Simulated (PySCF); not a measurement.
# C₂H₇F₂NSi₂: a tour of settings, part 1 of 2

Which settings matter for C₂H₇F₂NSi₂ (`F[C@@H]1C[SiH2]N[Si@@H]1F`)?

Programs: PySCF 2.14.0, with density-fitted response routines of our own. Each step states its level of theory. These are calculated values for one molecule, in the gas phase or a continuum, unless marked as measured. Atoms count from 0, in the outputs and in this text.

1 further run of the same task is left out (set aside as unsound or not needed).

### 1 The molecule as given

14 atoms, charge 0, multiplicity 1; geometry from: GFN2-xTB.

Bonds of the start (Å): F0–C1 1.39, C1–C2 1.53, C2–Si3 1.91, Si3–N4 1.74, N4–Si5 1.72, Si5–F6 1.61, Si5–C1 1.91, C1–H7 1.10, C2–H8 1.09, C2–H9 1.09, Si3–H10 1.46, Si3–H11 1.46, N4–H12 1.00, Si5–H13 1.45.

### 2 NMR shieldings: PBE0/pcSseg-1

The job: settings as JSON, then the geometry in Å.

```
{"job": {"kind": "nmr", "xc": "PBE0", "basis": "pcSseg-1"}, "charge": 0, "multiplicity": 1}
F      0.026335    -1.705210    -1.370631
C      0.093451    -1.327313    -0.031056
C     -1.192959    -0.588457     0.331248
Si    -1.037387     1.216243    -0.260518
N      0.694385     1.320838    -0.079312
Si     1.569630    -0.129975     0.195396
F      2.709114    -0.340467    -0.919279
H      0.174731    -2.272096     0.517695
H     -2.047224    -1.112751    -0.096516
H     -1.304495    -0.620988     1.415048
H     -1.670208     2.172370     0.650830
H     -1.450392     1.411540    -1.650870
H      1.169506     2.199110    -0.191258
H      2.264834    -0.223318     1.467056
```

Method: GIAO PBE0/pcSseg-1 NMR shielding, non-relativistic, gas phase.

The run is started by

```sh
$ OMP_NUM_THREADS=1 python probes_run.py task.json out
```

This one command runs all jobs of the session in turn.

What it wrote:

```text
coarse grid: 13000 points
cycle   1  E = -913.1568545027  dE =  7.363e-01  |g| = 7.898e-01  |ddm| = 3.435e+00
cycle   2  E = -913.0430235922  dE =  1.138e-01  |g| = 1.161e+00  |ddm| = 1.434e+00
cycle   3  E = -913.2668104455  dE = -2.238e-01  |g| = 7.282e-02  |ddm| = 9.042e-01
cycle   4  E = -913.2675848483  dE = -7.744e-04  |g| = 3.878e-02  |ddm| = 8.587e-02
cycle   5  E = -913.2679340681  dE = -3.492e-04  |g| = 6.876e-03  |ddm| = 3.660e-02
cycle   6  E = -913.2679424562  dE = -8.388e-06  |g| = 3.024e-03  |ddm| = 7.855e-03
final grid: 118072 points
cycle   7  E = -913.3169924322  dE = -2.480e-05  |g| = 1.107e-02  |ddm| = 2.070e-02
cycle   8  E = -913.3169608803  dE =  3.155e-05  |g| = 1.699e-02  |ddm| = 2.035e-02
cycle   9  E = -913.3170168221  dE = -5.594e-05  |g| = 7.691e-04  |ddm| = 1.221e-02
cycle  10  E = -913.3170169073  dE = -8.512e-08  |g| = 3.264e-04  |ddm| = 7.837e-04
cycle  11  E = -913.3170169244  dE = -1.711e-08  |g| = 5.662e-05  |ddm| = 2.395e-04
cycle  12  E = -913.3170169247  dE = -3.404e-10  |g| = 2.867e-05  |ddm| = 5.847e-05
converged SCF energy = -913.3170169247

GIAO shielding tensors (ppm)
atom      isotropic    diamagn.    paramagn.     s11        s22        s33       span
  0 F      414.020     474.958     -60.938    364.825    395.789    481.446    116.621
  1 C      100.906     249.582    -148.676     62.749     79.466    160.503     97.755
  2 C      168.115     253.845     -85.730    152.903    164.757    186.685     33.782
  3 Si     374.929     879.625    -504.696    346.592    356.568    421.627     75.035
  4 N      232.809     325.221     -92.412    194.941    230.396    273.090     78.150
  5 Si     356.614     877.897    -521.283    316.497    361.953    391.393     74.896
  6 F      341.392     466.996    -125.605    280.068    353.987    390.119    110.051
  7 H       26.640      29.873      -3.232     22.752     26.547     30.622      7.869
  8 H       30.071      30.126      -0.054     25.977     27.477     36.760     10.783
  9 H       30.725      31.419      -0.694     26.406     27.752     38.018     11.612
 10 H       26.791      28.698      -1.907     23.270     24.337     32.767      9.498
 11 H       26.504      28.935      -2.431     23.328     23.834     32.350      9.022
 12 H       30.895      30.422       0.474     22.729     27.154     42.803     20.075
 13 H       26.506      28.823      -2.317     22.701     24.163     32.652      9.951
```

Wall time 65 s (1 thread, shared host).

Shifts follow as δ = σ(reference) − σ, with reference shieldings (ppm) from runs at the same level and on the same kind of geometry: 1H TMS 31.72, 13C TMS 186.9, 29Si TMS 349.2, 19F CFCl3 170.9, 15N NH3 267.7. The references are single molecules in the gas phase, so shifts against H2O, NH3, PH3, H3PO4 or CFCl3 are not on the usual liquid scales and can be off by tens of ppm.

```
atoms                                                    environment  σ (ppm)  δ (ppm)  δ scaled to CDCl3
   C1                                      sp3 CH bonded to F and Si    100.9     86.0               82.0
   C2                                           sp3 CH2 bonded to Si    168.1     18.8               16.4
  H11     hydrogen on a silicon bonded to C, N, in a 5-membered ring    26.50     5.21                  –
  H13  hydrogen on a silicon bonded to C, F, N, in a 5-membered ring    26.51     5.21                  –
   H7                       hydrogen on an sp3 CH bonded to F and Si    26.64     5.08               4.89
  H10     hydrogen on a silicon bonded to C, N, in a 5-membered ring    26.79     4.93                  –
   H8                            hydrogen on an sp3 CH2 bonded to Si    30.07     1.65               1.66
   H9                            hydrogen on an sp3 CH2 bonded to Si    30.73     0.99               1.04
  H12    hydrogen on a nitrogen bonded to 2 Si, in a 5-membered ring    30.90     0.82                  –
   F6                                          fluorine bonded to Si    341.4   -170.4                  –
   F0                                      fluorine on an sp3 carbon    414.0   -243.1                  –
  Si5             silicon bonded to C, F, N, H, in a 5-membered ring    356.6     -7.5                  –
  Si3              silicon bonded to C, N, 2 H, in a 5-membered ring    374.9    -25.8                  –
   N4               nitrogen bonded to 2 Si, H, in a 5-membered ring    232.8     34.9                  –
```

The scaled column applies a straight-line fit of computed shieldings to shifts measured in CDCl3, and one for carbons that bear F (root-mean-square error 0.16 ppm for H, 1.9 ppm for C).

Charges from the same density, by scheme (e):

```
atoms  Mulliken    IAO  Hirshfeld  ESP fit
   F0     -0.34  -0.33      -0.12    -0.22
   C1     -0.10  -0.11      -0.03     0.05
   C2     -0.54  -0.56      -0.17    -0.37
  Si3      0.80   0.90       0.38     0.55
   N4     -0.83  -0.94      -0.33    -0.81
  Si5      1.11   1.28       0.45     0.72
   F6     -0.41  -0.53      -0.21    -0.30
```

Mayer bond orders: F0–C1 0.83, C1–C2 1.02, C2–Si3 0.89, Si3–N4 0.94, N4–Si5 1.02, Si5–F6 0.97, Si5–C1 0.83.

Ring of atoms C1, C2, Si3, N4, Si5: NICS(0) -4.0, NICS(1) -2.8, NICS(1)zz -0.7 ppm (means of both faces; NICS(1) differs between them: -3.9 and -1.7).

The fields below are evaluated on a grid from the run's orbitals.

Frontier orbitals at PBE0/pcSseg-1, with the share of their density that lies nearest to each atom:

```csv
orbital,energy (eV),lies on
HOMO,-7.74,N4 46 %; H11 10 %; H13 7 %
LUMO,0.29,"Si3 16 %; H10, H11 about 14 % each; H12 11 %"
```

ELF in a plane through or near 8 of the atoms.

Values, 10 rows by 14 columns:
```
0.00 0.00 0.00 0.00 0.00 0.00 0.00 0.00 0.00 0.00 0.00 0.00 0.00 0.00
0.00 0.00 0.00 0.00 0.00 0.00 0.00 0.00 0.00 0.00 0.00 0.00 0.00 0.00
0.00 0.00 0.00 0.00 0.00 0.05 0.95 0.95 0.11 0.01 0.03 0.01 0.00 0.00
0.00 0.00 0.02 0.09 0.09 0.25 0.72 0.67 0.48 0.29 0.73 0.34 0.01 0.00
0.00 0.00 0.11 0.30 0.14 0.57 0.82 0.76 0.16 0.71 0.77 0.43 0.02 0.00
0.00 0.00 0.01 0.06 0.21 0.71 0.81 0.39 0.95 0.83 0.16 0.02 0.00 0.00
0.00 0.00 0.00 0.01 0.14 0.75 0.18 0.89 0.37 0.85 0.12 0.00 0.00 0.00
0.00 0.00 0.00 0.01 0.78 0.99 0.73 0.05 0.85 0.98 0.29 0.00 0.00 0.00
0.00 0.00 0.00 0.00 0.00 0.08 0.02 0.00 0.01 0.01 0.00 0.00 0.00 0.00
0.00 0.00 0.00 0.00 0.00 0.00 0.00 0.00 0.00 0.00 0.00 0.00 0.00 0.00
```
The map spans 10.3 Å across and 10.2 Å up, centred on the molecule. Atoms in the plane (x, y in Å): C1 (-0.6, -1.2), C2 (0.8, -1.1), Si3 (1.5, 0.7), N4 (-0.1, 1.5), Si5 (-1.5, 0.5), H7 (-1.1, -2.0), H8 (1.4, -1.9), H12 (-0.1, 2.5).

On the surface of density 0.002 e/bohr³ the electrostatic potential runs, from the 1st to the 99th percentile, from -1.27 V near F6 to 1.71 V near H12.

### 3 TDDFT and polarisability: PBE0/def2-SVPD

Settings changed since step 2:

```diff
@@ -1,2 +1,2 @@
-{"job": {"kind": "nmr", "xc": "PBE0", "basis": "pcSseg-1"}, "charge": 0, "multiplicity": 1}
+{"job": {"kind": "uv", "xc": "PBE0", "basis": "def2-SVPD", "nstates": 6, "ntriplets": 2}, "charge": 0, "multiplicity": 1}
 F      0.026335    -1.705210    -1.370631
```

Level: TDDFT PBE0/def2-SVPD, vertical, gas phase, core orbitals frozen in the response.

What it wrote:

```text
coarse grid: 13000 points
cycle   1  E = -912.7468438677  dE =  6.899e-01  |g| = 7.316e-01  |ddm| = 4.851e+00
cycle   2  E = -912.6323021263  dE =  1.145e-01  |g| = 1.090e+00  |ddm| = 1.693e+00
cycle   3  E = -912.8488142531  dE = -2.165e-01  |g| = 7.175e-02  |ddm| = 9.608e-01
cycle   4  E = -912.8496108232  dE = -7.966e-04  |g| = 3.748e-02  |ddm| = 1.386e-01
cycle   5  E = -912.8499548664  dE = -3.440e-04  |g| = 6.710e-03  |ddm| = 5.292e-02
cycle   6  E = -912.8499633823  dE = -8.516e-06  |g| = 3.005e-03  |ddm| = 1.155e-02
final grid: 118072 points
cycle   7  E = -912.9603360673  dE = -1.803e-05  |g| = 1.101e-02  |ddm| = 8.893e-02
cycle   8  E = -912.9603009382  dE =  3.513e-05  |g| = 1.720e-02  |ddm| = 2.549e-02
cycle   9  E = -912.9603613311  dE = -6.039e-05  |g| = 7.311e-04  |ddm| = 1.564e-02
cycle  10  E = -912.9603614329  dE = -1.018e-07  |g| = 2.408e-04  |ddm| = 1.029e-03
cycle  11  E = -912.9603614434  dE = -1.053e-08  |g| = 5.539e-05  |ddm| = 3.723e-04
cycle  12  E = -912.9603614439  dE = -4.636e-10  |g| = 2.638e-05  |ddm| = 9.926e-05
converged SCF energy = -912.9603614439

Static polarisability (au): isotropic 77.430, principal 68.908 76.599 86.782

Singlet excitations
state   eV       nm        f      main configurations
  1   6.4323    192.8   0.00778   H->L 0.96
  2   6.9636    178.0   0.01212   H->L+2 0.49, H->L+1 0.34, H-1->L 0.12
  3   7.0709    175.3   0.00885   H->L+1 0.62, H->L+2 0.31
  4   7.2683    170.6   0.00417   H-1->L 0.77, H->L+2 0.15
  5   7.5346    164.6   0.00838   H->L+3 0.87
  6   7.6699    161.7   0.01900   H-1->L+1 0.44, H-1->L+2 0.24, H->L+4 0.19

Triplet excitations (Tamm-Dancoff, eV): 6.1109 6.4569
```

Run time: 80 s. Hardware: 1 thread, shared host.

Frontier orbitals and where they lie:

```csv
orbital,eV,atoms
HOMO−3,-10.04,"Si3 24 %, H10 17 %, N4 14 %"
HOMO−2,-9.15,"C2 27 %, F0 19 %, C1 18 %"
HOMO−1,-8.48,"C1 18 %, N4 16 %, F0 14 %"
HOMO,-7.78,"N4 43 %, Si3 11 %, Si5 10 %"
LUMO,-0.01,"Si3 23 %, Si5 18 %, H10 8 %"
LUMO+1,0.46,"Si3 21 %, Si5 14 %, C2 11 %"
LUMO+2,0.51,"Si5 17 %, Si3 16 %, C1 10 %"
```

With each of the 6 states as a Gaussian band of 0.4 eV half-width at 1/e, the curve within the window shown has maxima at 166 nm (ε 1,300) L/(mol cm). Beyond the last state computed it falls off for lack of states. The curve at chosen wavelengths:

nm, ε (L/mol/cm) and a bar:
```
      156        553 ############
      158        797 ##################
      161       1115 ##########################
      163       1241 #############################
      165       1292 ##############################
      167       1287 ##############################
      170       1243 #############################
      172       1212 ############################
      174       1181 ###########################
      177       1106 ##########################
      179       1029 ########################
      181        932 #####################
      183        826 ###################
      186        676 ###############
      188        592 #############
      190        522 ############
      192        462 ##########
      195        381 ########
      197        329 #######
      199        277 ######
      202        202 ####
      204        157 ###
      206        118 ##
      208         86 #
      211         50 
      213         34
```

Leading natural transition orbitals of singlet state 6: the hole lies on N4 17 %; C1 16 %; F0 12 %; the particle on H12, H13 about 15 % each; Si5 12 %; H9, H10 about 9 % each.

Leading natural transition orbitals of singlet state 1: the hole lies on N4 50 %; H11 11 %; H10, H12, H13 about 6 % each; the particle on H12 19 %; H10, H11 about 13 % each; Si3 12 %.

Ground-state properties from the same run:

```csv
property,computed
dipole moment (D),3.04
polarisability (Å³),11.47
HOMO–LUMO gap (eV),7.77
−ε(HOMO) (eV),7.78
```

(Continued in part 2 of 2.)
